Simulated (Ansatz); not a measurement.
**B₃H₈Se−: geometry and frequencies at several levels, part 1 of 2**

Wanted for B₃H₈Se−: geometry and frequencies at several levels. Charge -1.

Computed with Ansatz 0.2.0 (the levels named in each step, unless a step's input says otherwise).

### 1 The starting structure

Bond lengths: B1–Se2 2.186 Å, Se2–B3 2.029 Å, B3–H4 1.338 Å, Se2–B5 2.028 Å, H4–B5 1.337 Å, B1–H6 1.194 Å, B1–H7 1.193 Å, B1–H8 1.194 Å, B3–H9 1.181 Å, B3–H10 1.186 Å, B5–H11 1.186 Å, B5–H12 1.181 Å. Angles (14 of 22 angles, heavy atoms first): B1–Se2–B3 102.9°, B1–Se2–B5 102.5°, B3–Se2–B5 62.1°, Se2–B1–H6 104.8°, Se2–B1–H7 104.8°, Se2–B1–H8 105.0°, Se2–B3–H4 97.4°, Se2–B3–H9 113.5°, Se2–B3–H10 112.9°, B3–H4–B5 102.9°, Se2–B5–H4 97.4°, Se2–B5–H11 113.0°, Se2–B5–H12 113.4°, H6–B1–H7 113.8°.

As a file:

```xyz
12

B     1.8712   -0.6803   -0.5506
Se    0.0940    0.2400    0.3298
B    -1.1210    0.5047   -1.2729
H    -1.8235   -0.6265   -1.1448
B    -1.3395   -1.1528   -0.0148
H     2.3160   -1.3727    0.3145
H     1.4635   -1.2881   -1.4926
H     2.5831    0.2343   -0.8380
H    -0.5577    0.4315   -2.3083
H    -1.8949    1.3910   -1.1228
H    -2.2251   -1.1105    0.7732
H    -0.9045   -2.2127   -0.3008
```

### 2 A rough first relaxation, PBE-D4/def2-SVPD

This run stands in another session on the same molecule. It ended at:

```xyz
12

B     1.9125   -0.6755   -0.5372
Se    0.1868    0.2104    0.3126
B    -1.1447    0.4617   -1.2244
H    -1.9006   -0.6499   -1.1910
B    -1.3529   -1.0930   -0.0462
H     2.3774   -1.3717    0.3723
H     1.5501   -1.3220   -1.5185
H     2.6402    0.2844   -0.8157
H    -0.6282    0.3516   -2.3194
H    -1.9476    1.3590   -1.0298
H    -2.2640   -1.0037    0.7597
H    -0.9674   -2.1935   -0.3901
```

### 3 Relaxation, HF/STO-3G

File input.yaml:

```yaml
crystal:
  periodic: [false, false, false]
  atoms:
    - { symbol: B, position_ang: [1.91247951, -0.67554214, -0.53723567] }
    - { symbol: Se, position_ang: [0.18678181, 0.21042524, 0.31255565] }
    - { symbol: B, position_ang: [-1.14474913, 0.46173726, -1.22444011] }
    - { symbol: H, position_ang: [-1.90055518, -0.6499219, -1.19103549] }
    - { symbol: B, position_ang: [-1.35287323, -1.09297389, -0.04624205] }
    - { symbol: H, position_ang: [2.37739857, -1.37169116, 0.37231657] }
    - { symbol: H, position_ang: [1.55009345, -1.3220044, -1.51853172] }
    - { symbol: H, position_ang: [2.64016928, 0.28443609, -0.81567472] }
    - { symbol: H, position_ang: [-0.62816257, 0.35163963, -2.31941533] }
    - { symbol: H, position_ang: [-1.9476322, 1.35900431, -1.02977137] }
    - { symbol: H, position_ang: [-2.26398376, -1.00369108, 0.75966046] }
    - { symbol: H, position_ang: [-0.96740655, -2.19353796, -0.3901162] }
total_charge: -1
basis:
  gaussian: { orbitals: STO-3G }
hamiltonian:
  xc: hf
relax:
  f_tol: 0.002
  max_steps: 150
```

On the command line:

```sh
ansatz run input.yaml --threads 4 --pin off --max-ram 10240MiB --backend cpu --events-out ev --progress --plain --runs-dir out
```

What it wrote, shortened:

```text
Warning: RAYON_NUM_THREADS=4 ignored (pool sized by the plan → 4); use --threads N
[...]
Functional definition: HF
[...]
535 factors; integrals over basis functions are off by at most 3.2e-5 eV
[...]
mean field -66702.94553526 eV, -2451.2880355403 hartree, gradient 2.1e-5 eV, S^2 0.000000; 0 other end points of the search recorded, 0 dependent functions left out
[...]
reference -66702.94553526 eV, -2451.2880355403 hartree; 29, 29 occupied and 12, 12 virtual orbitals, 535 factors
relax step   1: F+E_penalty+E_count = -66702.94553526 eV  Δ(F+E_penalty+E_count) = +0.000e0 eV  max|allowed force component| = 1.723e0 eV/Å  Δτ_max = 0.0000 Å  (23 SCF iters, accepted)
[...]
relax step   4: F+E_penalty+E_count = -66703.53976030 eV  Δ(F+E_penalty+E_count) = -2.111e-2 eV  max|allowed force component| = 8.371e-2 eV/Å  Δτ_max = 0.0503 Å  (21 SCF iters, accepted)
[...]
relax step   7: F+E_penalty+E_count = -66703.54187764 eV  Δ(F+E_penalty+E_count) = -5.444e-5 eV  max|allowed force component| = 1.559e-2 eV/Å  Δτ_max = 0.0161 Å  (20 SCF iters, accepted)
[...]
relax step  10: F+E_penalty+E_count = -66703.54198483 eV  Δ(F+E_penalty+E_count) = -2.902e-6 eV  max|allowed force component| = 1.027e-3 eV/Å  Δτ_max = 0.0044 Å  (21 SCF iters, accepted)
[...]
relax step  11: F+E_penalty+E_count = -66703.54198559 eV  Δ(F+E_penalty+E_count) = -7.553e-7 eV  max|allowed force component| = 1.387e-3 eV/Å  Δτ_max = 0.0025 Å  (21 SCF iters, accepted)
[...]
535 factors; integrals over basis functions are off by at most 2.3e-5 eV
[...]
mean field -66703.54198602 eV, -2451.3099547014 hartree, gradient 2.1e-5 eV, S^2 0.000000; 1 other end points of the search recorded, 0 dependent functions left out
[...]
reference -66703.54198602 eV, -2451.3099547014 hartree; 29, 29 occupied and 12, 12 virtual orbitals, 535 factors
Total energy: -66703.54198602 eV, -2451.3099547014 hartree
Atom 0 at     1.909341    -0.672592    -0.531407 Å, force     0.000323    -0.000727     0.000739 eV/Å
Atom 1 at     0.135730     0.181136     0.282277 Å, force     0.000232     0.000758    -0.000014 eV/Å
Atom 2 at    -1.118852     0.495407    -1.249677 Å, force    -0.000199     0.000646    -0.000139 eV/Å
Atom 3 at    -1.896198    -0.585350    -1.114357 Å, force    -0.000440    -0.000102    -0.000337 eV/Å
Atom 4 at    -1.343595    -1.136238    -0.027311 Å, force     0.000329    -0.000455     0.000495 eV/Å
Atom 5 at     2.364894    -1.304599     0.331947 Å, force     0.000485     0.000026    -0.000784 eV/Å
Atom 6 at     1.583304    -1.312567    -1.443621 Å, force     0.000222     0.000245     0.000237 eV/Å
Atom 7 at     2.576120     0.234372    -0.823227 Å, force    -0.000546    -0.000100     0.000289 eV/Å
Atom 8 at    -0.668120     0.354362    -2.303926 Å, force    -0.000209    -0.000093    -0.000089 eV/Å
Atom 9 at    -1.863321     1.366453    -1.089026 Å, force     0.000093    -0.000168    -0.000120 eV/Å
Atom 10 at    -2.201028    -1.085558     0.747931 Å, force     0.000099     0.000035    -0.000134 eV/Å
Atom 11 at    -1.016714    -2.176946    -0.407533 Å, force    -0.000389    -0.000065    -0.000143 eV/Å
Dipole moment:    -0.482509     0.344258     0.370828 e Å
```

It took 9.9 s on 4 threads of Intel Xeon at 2.50GHz (Skylake/Cascade Lake), shared host; peak memory 0.11 GiB.

Relaxation path:

| step | E - E(step 1) (eV) | largest force component (eV/Å) |
| --- | --- | --- |
| 1 | 0.0000 | 1.7229 |
| 2 | -0.5619 | 0.5023 |
| 3 | -0.5731 | 0.4341 |
| 4 | -0.5942 | 0.0837 |
| 5 | -0.5951 | 0.0904 |
| 6 | -0.5963 | 0.0241 |
| 7 | -0.5963 | 0.0156 |
| 8 | -0.5964 | 0.0026 |
| 9 | -0.5964 | 0.0005 |
| 10 | -0.5964 | 0.0010 |
| 11 | -0.5965 | 0.0014 |
| 12 | -0.5965 | 0.0008 |

Step 1 is the start.

Before: Bond lengths: B1–Se2 2.118 Å, Se2–B3 2.049 Å, B3–H4 1.345 Å, Se2–B5 2.049 Å, H4–B5 1.344 Å, B1–H6 1.236 Å, B1–H7 1.230 Å, B1–H8 1.236 Å, B3–H9 1.216 Å, B3–H10 1.220 Å, B5–H11 1.220 Å, B5–H12 1.216 Å. Angles (14 of 22 angles, heavy atoms first): B1–Se2–B3 106.3°, B1–Se2–B5 106.0°, B3–Se2–B5 57.2°, Se2–B1–H6 104.3°, Se2–B1–H7 107.5°, Se2–B1–H8 104.2°, Se2–B3–H4 104.2°, Se2–B3–H9 112.9°, Se2–B3–H10 113.5°, B3–H4–B5 93.7°, Se2–B5–H4 104.2°, Se2–B5–H11 113.5°, Se2–B5–H12 112.8°, H6–B1–H7 113.7°.

After: Bond lengths: B1–Se2 2.130 Å, Se2–B3 2.005 Å, B3–H4 1.338 Å, Se2–B5 2.005 Å, H4–B5 1.338 Å, B1–H6 1.163 Å, B1–H7 1.161 Å, B1–H8 1.163 Å, B3–H9 1.155 Å, B3–H10 1.157 Å, B5–H11 1.157 Å, B5–H12 1.155 Å. Angles (14 of 22 angles, heavy atoms first): B1–Se2–B3 107.0°, B1–Se2–B5 107.0°, B3–Se2–B5 61.5°, Se2–B1–H6 105.1°, Se2–B1–H7 106.7°, Se2–B1–H8 105.1°, Se2–B3–H4 99.2°, Se2–B3–H9 115.7°, Se2–B3–H10 114.5°, B3–H4–B5 100.1°, Se2–B5–H4 99.2°, Se2–B5–H11 114.5°, Se2–B5–H12 115.7°, H6–B1–H7 113.2°.

### 4 Frequencies, HF/STO-3G

File input.yaml:

```yaml
crystal:
  periodic: [false, false, false]
  atoms:
    - { symbol: B, position_ang: [1.90934126, -0.67259199, -0.53140659] }
    - { symbol: Se, position_ang: [0.13573035, 0.1811356, 0.28227706] }
    - { symbol: B, position_ang: [-1.1188524, 0.49540661, -1.24967679] }
    - { symbol: H, position_ang: [-1.89619846, -0.58534975, -1.11435734] }
    - { symbol: B, position_ang: [-1.34359547, -1.13623779, -0.02731077] }
    - { symbol: H, position_ang: [2.36489373, -1.30459855, 0.33194695] }
    - { symbol: H, position_ang: [1.58330355, -1.31256656, -1.44362137] }
    - { symbol: H, position_ang: [2.57611987, 0.2343719, -0.82322704] }
    - { symbol: H, position_ang: [-0.66812029, 0.35436206, -2.30392621] }
    - { symbol: H, position_ang: [-1.86332071, 1.36645271, -1.08902623] }
    - { symbol: H, position_ang: [-2.20102764, -1.0855582, 0.74793139] }
    - { symbol: H, position_ang: [-1.01671379, -2.17694603, -0.40753305] }
total_charge: -1
basis:
  gaussian: { orbitals: STO-3G }
hamiltonian:
  xc: hf
phonons: {}
```

On the command line:

```sh
ansatz run input.yaml --threads 4 --pin off --max-ram 10240MiB --backend cpu --events-out ev --progress --plain --runs-dir out
```

What it wrote, shortened:

```text
Warning: RAYON_NUM_THREADS=4 ignored (pool sized by the plan → 4); use --threads N
[...]
[... 1 set-up line as earlier in the session ...]
[...]
534 factors; integrals over basis functions are off by at most 4.3e-5 eV
[...]
mean field -66703.54197282 eV, -2451.3099542167 hartree, gradient 3.8e-5 eV, S^2 0.000000; 0 other end points of the search recorded, 0 dependent functions left out
[...]
reference -66703.54197282 eV, -2451.3099542167 hartree; 29, 29 occupied and 12, 12 virtual orbitals, 534 factors
[...]
534 factors; integrals over basis functions are off by at most 4.3e-5 eV
[...]
mean field -66703.54185642 eV, -2451.3099499389 hartree, gradient 9.5e-7 eV, S^2 0.000000; 0 other end points of the search recorded, 0 dependent functions left out
[...]
reference -66703.54185642 eV, -2451.3099499389 hartree; 29, 29 occupied and 12, 12 virtual orbitals, 534 factors
[...]
534 factors; integrals over basis functions are off by at most 4.3e-5 eV
[...]
Atom 5 at     2.364894    -1.304599     0.331947 Å, force     0.000484     0.000033    -0.000796 eV/Å
Atom 6 at     1.583304    -1.312567    -1.443621 Å, force     0.000248     0.000237     0.000225 eV/Å
Atom 7 at     2.576120     0.234372    -0.823227 Å, force    -0.000552    -0.000108     0.000296 eV/Å
Atom 8 at    -0.668120     0.354362    -2.303926 Å, force    -0.000218    -0.000114    -0.000076 eV/Å
Atom 9 at    -1.863321     1.366453    -1.089026 Å, force     0.000100    -0.000173    -0.000129 eV/Å
Atom 10 at    -2.201028    -1.085558     0.747931 Å, force     0.000112     0.000028    -0.000142 eV/Å
Atom 11 at    -1.016714    -2.176946    -0.407533 Å, force    -0.000407    -0.000067    -0.000141 eV/Å
Dipole moment:    -0.482509     0.344256     0.370827 e Å
Vibrations: 89.55 195.48 200.60 402.04 526.53 551.65 628.79 770.71 952.00 971.36 983.19 1051.79 1059.90 1118.62 1260.17 1481.90 1486.09 1493.24 1518.06 1597.92 1604.89 2044.77 2189.05 3029.74 3156.30 3162.16 3197.89 3213.73 3307.64 3309.70 cm⁻¹, zero-point energy 2.886070 eV
```

It took 47 s on 4 threads of Intel Xeon at 2.50GHz (Skylake/Cascade Lake), shared host; peak memory 0.1 GiB.

Harmonic frequencies (cm⁻¹; negative: imaginary): 90, 195, 201, 402, 527, 552, 629, 771, 952, 971, 983, 1052, 1060, 1119, 1260, 1482, 1486, 1493, 1518, 1598, 1605, 2045, 2189, 3030, 3156, 3162, 3198, 3214, 3308, 3310.

### 5 Relaxation, HF/def2-SVPD

File input.yaml:

```yaml
crystal:
  periodic: [false, false, false]
  atoms:
    - { symbol: B, position_ang: [1.91247951, -0.67554214, -0.53723567] }
    - { symbol: Se, position_ang: [0.18678181, 0.21042524, 0.31255565] }
    - { symbol: B, position_ang: [-1.14474913, 0.46173726, -1.22444011] }
    - { symbol: H, position_ang: [-1.90055518, -0.6499219, -1.19103549] }
    - { symbol: B, position_ang: [-1.35287323, -1.09297389, -0.04624205] }
    - { symbol: H, position_ang: [2.37739857, -1.37169116, 0.37231657] }
    - { symbol: H, position_ang: [1.55009345, -1.3220044, -1.51853172] }
    - { symbol: H, position_ang: [2.64016928, 0.28443609, -0.81567472] }
    - { symbol: H, position_ang: [-0.62816257, 0.35163963, -2.31941533] }
    - { symbol: H, position_ang: [-1.9476322, 1.35900431, -1.02977137] }
    - { symbol: H, position_ang: [-2.26398376, -1.00369108, 0.75966046] }
    - { symbol: H, position_ang: [-0.96740655, -2.19353796, -0.3901162] }
total_charge: -1
basis:
  gaussian: { orbitals: def2-SVPD }
hamiltonian:
  xc: hf
relax:
  f_tol: 0.002
  max_steps: 150
```

On the command line:

```sh
ansatz run input.yaml --threads 4 --pin off --max-ram 10240MiB --backend cpu --events-out ev --progress --plain --runs-dir out
```

What it wrote, shortened:

```text
Warning: RAYON_NUM_THREADS=4 ignored (pool sized by the plan → 4); use --threads N
[...]
[... 1 set-up line as earlier in the session ...]
[...]
1756 factors; integrals over basis functions are off by at most 2.1e-4 eV
[...]
mean field -67436.18085609 eV, -2478.2339365763 hartree, gradient 1.6e-5 eV, S^2 0.000000; 0 other end points of the search recorded, 0 dependent functions left out
[...]
reference -67436.18085609 eV, -2478.2339365763 hartree; 29, 29 occupied and 136, 136 virtual orbitals, 1756 factors
relax step   1: F+E_penalty+E_count = -67436.18085609 eV  Δ(F+E_penalty+E_count) = +0.000e0 eV  max|allowed force component| = 6.295e-1 eV/Å  Δτ_max = 0.0000 Å  (33 SCF iters, accepted)
[...]
relax step   3: F+E_penalty+E_count = -67436.22850284 eV  Δ(F+E_penalty+E_count) = -8.358e-3 eV  max|allowed force component| = 1.206e-1 eV/Å  Δτ_max = 0.0250 Å  (31 SCF iters, accepted)
[...]
Atom 2 at    -1.158557     0.486480    -1.243016 Å, force    -0.000323     0.000654    -0.000292 eV/Å
Atom 3 at    -1.922001    -0.610976    -1.153238 Å, force    -0.000017    -0.000521    -0.000547 eV/Å
Atom 4 at    -1.379536    -1.120374    -0.039031 Å, force    -0.000237    -0.000887     0.000860 eV/Å
Atom 5 at     2.430375    -1.344534     0.380176 Å, force     0.000093    -0.000009    -0.000269 eV/Å
Atom 6 at     1.606597    -1.349070    -1.493121 Å, force    -0.000014     0.000081     0.000196 eV/Å
Atom 7 at     2.656070     0.278839    -0.832497 Å, force    -0.000020    -0.000381    -0.000153 eV/Å
Atom 8 at    -0.661835     0.366325    -2.330664 Å, force     0.000307     0.000261    -0.000074 eV/Å
Atom 9 at    -1.942773     1.382732    -1.052854 Å, force    -0.000007    -0.000005     0.000111 eV/Å
Atom 10 at    -2.276135    -1.041693     0.763671 Å, force    -0.000294     0.000180    -0.000135 eV/Å
Atom 11 at    -1.015395    -2.206246    -0.402970 Å, force    -0.000228    -0.000132     0.000012 eV/Å
Dipole moment:    -0.451257     0.299793     0.316825 e Å
```

Run time: 64 s. Hardware: 4 threads of Intel Xeon at 2.50GHz (Skylake/Cascade Lake), shared host; peak memory 0.52 GiB.

The steps of the relaxation:

| step | E - E(step 1) (eV) | largest force component (eV/Å) |
| --- | --- | --- |
| 1 | 0.0000 | 0.6295 |
| 2 | -0.0393 | 0.3070 |
| 3 | -0.0476 | 0.1206 |
| 4 | -0.0490 | 0.0332 |
| 5 | -0.0494 | 0.0259 |
| 6 | -0.0480 | 0.1462 |
| 7 | -0.0496 | 0.0036 |
| 8 | -0.0496 | 0.0022 |
| 9 | -0.0496 | 0.0022 |
| 10 | -0.0496 | 0.0028 |
| 11 | -0.0496 | 0.0009 |

Step 1 is the start. Step 6 was tried and not accepted.

Before: Bond lengths: B1–Se2 2.118 Å, Se2–B3 2.049 Å, B3–H4 1.345 Å, Se2–B5 2.049 Å, H4–B5 1.344 Å, B1–H6 1.236 Å, B1–H7 1.230 Å, B1–H8 1.236 Å, B3–H9 1.216 Å, B3–H10 1.220 Å, B5–H11 1.220 Å, B5–H12 1.216 Å. Angles (14 of 22 angles, heavy atoms first): B1–Se2–B3 106.3°, B1–Se2–B5 106.0°, B3–Se2–B5 57.2°, Se2–B1–H6 104.3°, Se2–B1–H7 107.5°, Se2–B1–H8 104.2°, Se2–B3–H4 104.2°, Se2–B3–H9 112.9°, Se2–B3–H10 113.5°, B3–H4–B5 93.7°, Se2–B5–H4 104.2°, Se2–B5–H11 113.5°, Se2–B5–H12 112.8°, H6–B1–H7 113.7°.

After: Bond lengths: B1–Se2 2.184 Å, Se2–B3 2.060 Å, B3–H4 1.340 Å, Se2–B5 2.060 Å, H4–B5 1.340 Å, B1–H6 1.222 Å, B1–H7 1.217 Å, B1–H8 1.222 Å, B3–H9 1.202 Å, B3–H10 1.206 Å, B5–H11 1.206 Å, B5–H12 1.202 Å. Angles (14 of 22 angles, heavy atoms first): B1–Se2–B3 106.9°, B1–Se2–B5 106.9°, B3–Se2–B5 58.7°, Se2–B1–H6 103.9°, Se2–B1–H7 106.5°, Se2–B1–H8 103.9°, Se2–B3–H4 101.6°, Se2–B3–H9 113.9°, Se2–B3–H10 113.6°, B3–H4–B5 97.8°, Se2–B5–H4 101.6°, Se2–B5–H11 113.6°, Se2–B5–H12 113.9°, H6–B1–H7 114.1°.

### 6 Frequencies, HF/def2-SVPD

File input.yaml:

```yaml
crystal:
  periodic: [false, false, false]
  atoms:
    - { symbol: B, position_ang: [1.96479362, -0.68551322, -0.53816499] }
    - { symbol: Se, position_ang: [0.1599565, 0.20191038, 0.31377926] }
    - { symbol: B, position_ang: [-1.15855716, 0.48648023, -1.24301612] }
    - { symbol: H, position_ang: [-1.92200147, -0.61097638, -1.15323847] }
    - { symbol: B, position_ang: [-1.37953555, -1.12037368, -0.03903085] }
    - { symbol: H, position_ang: [2.43037521, -1.34453408, 0.38017622] }
    - { symbol: H, position_ang: [1.60659679, -1.34906965, -1.49312137] }
    - { symbol: H, position_ang: [2.65606991, 0.27883866, -0.83249671] }
    - { symbol: H, position_ang: [-0.66183491, 0.36632475, -2.3306643] }
    - { symbol: H, position_ang: [-1.94277251, 1.38273226, -1.05285419] }
    - { symbol: H, position_ang: [-2.27613534, -1.04169345, 0.76367116] }
    - { symbol: H, position_ang: [-1.01539508, -2.20624582, -0.40296961] }
total_charge: -1
basis:
  gaussian: { orbitals: def2-SVPD }
hamiltonian:
  xc: hf
phonons: {}
```

On the command line:

```sh
ansatz run input.yaml --threads 4 --pin off --max-ram 10240MiB --backend cpu --events-out ev --progress --plain --runs-dir out
```

What it wrote, shortened:

```text
Warning: RAYON_NUM_THREADS=4 ignored (pool sized by the plan → 4); use --threads N
[...]
[... 1 set-up line as earlier in the session ...]
[...]
1757 factors; integrals over basis functions are off by at most 1.9e-4 eV
[...]
mean field -67436.23044660 eV, -2478.2357589939 hartree, gradient 1.7e-5 eV, S^2 0.000000; 0 other end points of the search recorded, 0 dependent functions left out
[...]
reference -67436.23044660 eV, -2478.2357589939 hartree; 29, 29 occupied and 136, 136 virtual orbitals, 1757 factors
[...]
1757 factors; integrals over basis functions are off by at most 1.9e-4 eV
[...]
mean field -67436.23038237 eV, -2478.2357566335 hartree, gradient 1.0e-6 eV, S^2 0.000000; 0 other end points of the search recorded, 0 dependent functions left out
[...]
reference -67436.23038237 eV, -2478.2357566335 hartree; 29, 29 occupied and 136, 136 virtual orbitals, 1757 factors
[...]
Atom 5 at     2.430375    -1.344534     0.380176 Å, force     0.000095    -0.000009    -0.000269 eV/Å
Atom 6 at     1.606597    -1.349070    -1.493121 Å, force    -0.000014     0.000080     0.000196 eV/Å
Atom 7 at     2.656070     0.278839    -0.832497 Å, force    -0.000021    -0.000380    -0.000154 eV/Å
Atom 8 at    -0.661835     0.366325    -2.330664 Å, force     0.000307     0.000262    -0.000074 eV/Å
Atom 9 at    -1.942773     1.382732    -1.052854 Å, force    -0.000007    -0.000006     0.000112 eV/Å
Atom 10 at    -2.276135    -1.041693     0.763671 Å, force    -0.000294     0.000180    -0.000136 eV/Å
Atom 11 at    -1.015395    -2.206246    -0.402970 Å, force    -0.000228    -0.000132     0.000013 eV/Å
Dipole moment:    -0.451257     0.299793     0.316825 e Å
Vibrations: 85.37 165.69 171.29 310.32 375.13 449.27 510.65 646.22 766.23 786.57 839.72 855.81 898.05 961.00 1038.66 1159.15 1168.62 1233.09 1245.76 1248.29 1251.24 1915.82 1920.68 2470.01 2504.17 2548.70 2588.08 2604.56 2679.36 2690.51 cm⁻¹, zero-point energy 2.361158 eV
```

It took 5.6 min on 4 threads of Intel Xeon at 2.50GHz (Skylake/Cascade Lake), shared host; peak memory 0.52 GiB.

Harmonic frequencies (cm⁻¹; negative: imaginary): 85, 166, 171, 310, 375, 449, 511, 646, 766, 787, 840, 856, 898, 961, 1039, 1159, 1169, 1233, 1246, 1248, 1251, 1916, 1921, 2470, 2504, 2549, 2588, 2605, 2679, 2691.

(Continued in part 2 of 2.)
